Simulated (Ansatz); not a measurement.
**C₂H₈BN: up Jacob's ladder to CCSD(T)**

The task here is to estimate one member of a computed series from the others.

Method: functionals in def2-TZVPP, the program's frozen cores in correlated methods; program: Ansatz 0.2.0, Gaussian basis.

Levels to be run: LDA (SPW92), PBE-D4, revPBE-D4, BLYP-D4, r2SCAN-D4, B97M-V, PBE0-D4, B3LYP-D4, r2SCANh-D4, r2SCAN0-D4, HSE06-D4, BHLYP-D4, CAM-B3LYP-D4, LC-ωPBE, ωB97X-V, ωB97M-V, B2PLYP, PBE-QIDH; CCSD(T)/def2-SVP; CCSD(T)/def2-TZVPP; MP2/def2-QZVPP; extrapolation to the limit; RPA on PBE.

## Structure used throughout

An earlier PBE0-D4 in a triple-zeta def2 set relaxation fixed the geometry.

12 atoms, charge 0, spin multiplicity 1.

Atoms are counted from 1 here; the program's logs count them from 0.

Bond lengths: B1–C2 1.547 Å, B1–H5 1.223 Å, B1–H6 1.218 Å, B1–H8 1.224 Å, C2–N3 1.298 Å, C2–H7 1.094 Å, N3–C4 1.445 Å, N3–H9 1.014 Å, C4–H10 1.089 Å, C4–H11 1.092 Å, C4–H12 1.092 Å. Angles: C2–B1–H5 105.7°, C2–B1–H6 111.1°, C2–B1–H8 105.3°, H5–B1–H6 114.2°, H5–B1–H8 105.6°, H6–B1–H8 114.1°, B1–C2–N3 124.8°, B1–C2–H7 122.3°, N3–C2–H7 112.9°, C2–N3–C4 127.6°, C2–N3–H9 115.0°, C4–N3–H9 117.4°, N3–C4–H10 109.0°, N3–C4–H11 110.4°, N3–C4–H12 110.4°, H10–C4–H11 109.1°, H10–C4–H12 109.1°, H11–C4–H12 108.8°.

Set-up of the first run:

Input file in.yaml:

```yaml
crystal:
  periodic: [false, false, false]
  atoms:
    - {symbol: B, position_ang: [-1.427201, 1.341241, -0.043449]}
    - {symbol: C, position_ang: [-0.329973, 0.322647, -0.432725]}
    - {symbol: N, position_ang: [0.381116, -0.359722, 0.411679]}
    - {symbol: C, position_ang: [1.413787, -1.326735, 0.115866]}
    - {symbol: H, position_ang: [-1.117802, 2.387952, -0.595342]}
    - {symbol: H, position_ang: [-1.536458, 1.427707, 1.166804]}
    - {symbol: H, position_ang: [-0.077908, 0.104263, -1.474276]}
    - {symbol: H, position_ang: [-2.441129, 0.956424, -0.610238]}
    - {symbol: H, position_ang: [0.174351, -0.182462, 1.388277]}
    - {symbol: H, position_ang: [1.523855, -1.409364, -0.964348]}
    - {symbol: H, position_ang: [1.148605, -2.304639, 0.523131]}
    - {symbol: H, position_ang: [2.365857, -1.012412, 0.548519]}
basis:
  gaussian: {orbitals: def2-TZVPP}
hamiltonian: {xc: lda}
output: {orbitals: {seedname: orbitals}}
```

Launch:

```console
$ ansatz run in.yaml --threads 2 --pin off --events-out ev --progress --plain --max-ram 4352MiB
```

Among the steps run: LDA; PBE-D4 (GGA); revPBE-D4 (GGA); BLYP-D4 (GGA); r2SCAN-D4 (meta-GGA); B97M-V (meta-GGA); PBE0-D4 (hybrid); B3LYP-D4 (hybrid); r2SCANh-D4 (hybrid); r2SCAN0-D4 (hybrid); HSE06-D4 (hybrid); BHLYP-D4 (hybrid); CAM-B3LYP-D4 (range-separated); LC-ωPBE (range-separated); ωB97X-V (range-separated); ωB97M-V (range-separated); B2PLYP (double hybrid); PBE-QIDH (double hybrid).

One of the session's tables, all rows but one given; the rest of the session is left out.

It belongs to the step «Frontier levels by functional». 

| functional | HOMO (eV) | gap (eV) |
| --- | --- | --- |
| LDA (SPW92) | -6.45 | 4.20 |
| PBE-D4 | -6.37 | 4.29 |
| revPBE-D4 | -6.33 | 4.32 |
| BLYP-D4 | -6.27 | 4.30 |
| r2SCAN-D4 | -6.63 | 4.75 |
| B97M-V | -6.71 | 4.82 |
| PBE0-D4 | -7.54 | 6.46 |
| B3LYP-D4 | -7.37 | 6.03 |
| r2SCANh-D4 | ? | ? |
| r2SCAN0-D4 | -7.73 | 6.77 |
| HSE06-D4 | -7.15 | 5.68 |
| BHLYP-D4 | -8.69 | 8.75 |
| CAM-B3LYP-D4 | -8.89 | 8.95 |
| LC-ωPBE | -10.21 | 11.42 |
| ωB97X-V | -9.88 | 11.03 |
| ωB97M-V | -9.74 | 10.79 |

Q: Estimate the row for r2SCANh-D4 from the others.

Worked estimate for «HOMO (eV)». Against the share of exact exchange, r2SCAN-D4 (0, -6.63), r2SCAN0-D4 (0.25, -7.73) give a slope of -4.40 per unit share; at 0.1 the line stands at -7.07.

The run gave: HOMO (eV): -7.07; gap (eV): 5.55. In «HOMO (eV)» the line misses by 0.00.
